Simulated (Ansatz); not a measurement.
Crystal: Ge2Sb2Te5.

```
Te Sb Ge
1.0
     6.83914   -3.06601    0.00000
     6.83914    3.06601    0.00000
    -6.83098    0.00000    6.84761
Te Sb Ge
5 2 2
Direct
  0.59470 0.59470 0.38643
  0.79529 0.79529 0.19611
  0.00832 0.00832 0.00643
  0.20652 0.20652 0.80980
  0.39996 0.39996 0.59712
  0.90171 0.90171 0.58787
  0.11187 0.11187 0.41735
  0.28429 0.28429 0.18783
  0.49734 0.49734 0.01104
```

The cell comes from a database or a generator and needn't be the stable form of this composition.

Base run:

```yaml
Program: Ansatz 0.2.0
Functional: BLYP
Potentials_or_basis: Ansatz PAW
Cutoff: "420 eV (not typed: the program's choice for these potentials)"
k_mesh: 4 × 4 × 3
Occupations: fermi-dirac, width 0.05 eV
Spin: no spin polarisation
```

Its results: band gap on the k mesh 0.07 eV, direct; pressure 3.6 GPa; largest force 0.195 eV/Å.

Question: After a change of settings the same cell gave: band gap on the k mesh 0.07 eV, direct; pressure -2.5 GPa; largest force 0.178 eV/Å. Which change was it?
A. functional from BLYP to revPBE
B. functional from BLYP to r2SCAN; cutoff from 420 eV (not typed: the program's choice for these potentials) to 500 eV (not typed: the program's choice for these potentials)
C. functional from BLYP to RPBE
D. functional from BLYP to PBEsol

Answer: D.

PBEsol binds more tightly than BLYP, so the same cell stands under less pressure.

Caveats: spin-orbit coupling is left out, which moves the levels of the heavy elements; the PAW data sets come from PBE, with cores solved anew for the run's functional, which leaves a small shift of forces and pressure.

Runs at the PBE level aren't shown here.
